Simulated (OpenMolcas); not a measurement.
# Er²⁺ among point charges: CASSCF levels and susceptibility

How does a field of 6 point charges split the states of Er²⁺, and what χT follows?

Program: OpenMolcas 26.06. Level of theory: state-averaged CASSCF, spin-orbit coupling by RASSI with atomic mean-field integrals. These are calculated values, not measurements, unless marked.

### 1 What is computed

| Quantity | Value |
| --- | --- |
| Species | Er²⁺ (erbium, Z = 68, 66 electrons) |
| Basis | ANO-RCC-VDZP [7s6p4d2f1g], 68 functions |
| Scalar Hamiltonian | DKH2, point nucleus |
| Inactive shells | 1s 2s 2p 3s 3p 3d 4s 4p 4d 5s 5p |
| Active space | 12 electrons in 7 orbitals (4f) |
| Some configurations of this space | 4f¹² |
| Orbitals | optimised for the highest spin of each parity, averaged over all roots |

The outer shells:

4f12
```
4f [↑↓][↑↓][↑↓][↑↓][↑↓][↑ ][↑ ]
```

The ion sits among 6 point charges of -1 e arranged as a trigonal prism (D3h), 2.76 Å from the ion, with a polar angle of 56.5° against the regular 49.1°.

The work runs as a chain of OpenMolcas steps in one folder; each step below is one input file. Labels, J, g values, rates, χT and fits are worked out afterwards by a script from the matrices that RASSI stores.

### 2 GATEWAY and SEWARD: basis and integrals

The input, a.inp:

```
&GATEWAY
Coord
1

Er 0.0 0.0 0.0
Basis=ANO-RCC-VDZP
Group=NoSym
NoMove
AngMom=0.0 0.0 0.0
AMFI
XField
6 Angstrom 0
2.300594 0.000000 1.524752 -1.000000
-1.150297 1.992373 1.524752 -1.000000
-1.150297 -1.992373 1.524752 -1.000000
2.300594 0.000000 -1.524752 -1.000000
-1.150297 1.992373 -1.524752 -1.000000
-1.150297 -1.992373 -1.524752 -1.000000
&SEWARD
```

### 3 Reference wave functions, triplets, 21 roots

The input, a.inp:

```
&RASSCF
FileOrb=start.orb
Symmetry=1
Spin=3
nActEl=12 0 0
Inactive=27
Ras2=7
CIRoot=21 21 1
SDav=21
CIMx=300
Iter=120 100
PrWF=0.3
OrbListing=Nothing
MaxOrb=0
>>> COPY $Project.JobIph JOB001
```

start.orb holds the contracted functions of the basis, ordered by shell, or the orbitals of the step before.

### 4 Reference wave functions, singlets, 28 roots

The input, a.inp:

```
&RASSCF
FileOrb=start.orb
Symmetry=1
Spin=1
nActEl=12 0 0
Inactive=27
Ras2=7
CIRoot=28 28 1
SDav=28
CIMx=300
Iter=120 100
PrWF=0.3
OrbListing=Nothing
MaxOrb=0
CIOnly
>>> COPY $Project.JobIph JOB002
```

### 5 RASSI: spin-orbit coupling between the states

The input, a.inp:

```
&RASSI
NrOfJobIphs=2 21 27
1 2 3 4 5 6 7 8 9 10 11 12 13 14 15 16 17 18 19 20 21
1 2 3 4 5 6 7 8 9 10 11 12 13 14 15 16 17 18 19 20 21 22 23 24 25 26 27
IphNames
JOB001
JOB002
EJob
SpinOrbit
DIPRint=1.0
SOCoupling=1000.0
Subsets=2
Property=9
'ANGMOM' 1 'ANGMOM' 2 'ANGMOM' 3 'MLTPL  1' 1 'MLTPL  1' 2 'MLTPL  1' 3
'AMFI' 1 'AMFI' 2 'AMFI' 3
SOProperty=3
'ANGMOM' 1 'ANGMOM' 2 'ANGMOM' 3
```

**Question.** What will these runs give? Wanted: spin-free ground state; first state of the same spin within the active space; lowest level; next level.

The runs gave:

| quantity | value |
| --- | --- |
| method | CASSCF |
| spin-free ground state | 3E, 2-fold in its orbital part |
| first state of the same spin within the active space | 3E at 109 cm⁻¹ |
| lowest level | 2-fold, g = 0.00, 0.00, 13.99 |
| next level | 91.4 cm⁻¹ |
| χT at 300 K | 7.14 cm³ K/mol |
| effective moment at 300 K | 7.56 μB |

The spin-free ground state (3E) comes to 100 % from free-ion H terms and keeps the highest spin of the shell. The singlets rest on orbitals optimised for another spin in at least one step, which raises them against the optimised states. Not all states of the active space went into the spin-orbit step. This is an electrostatic model: the charges have no orbitals.
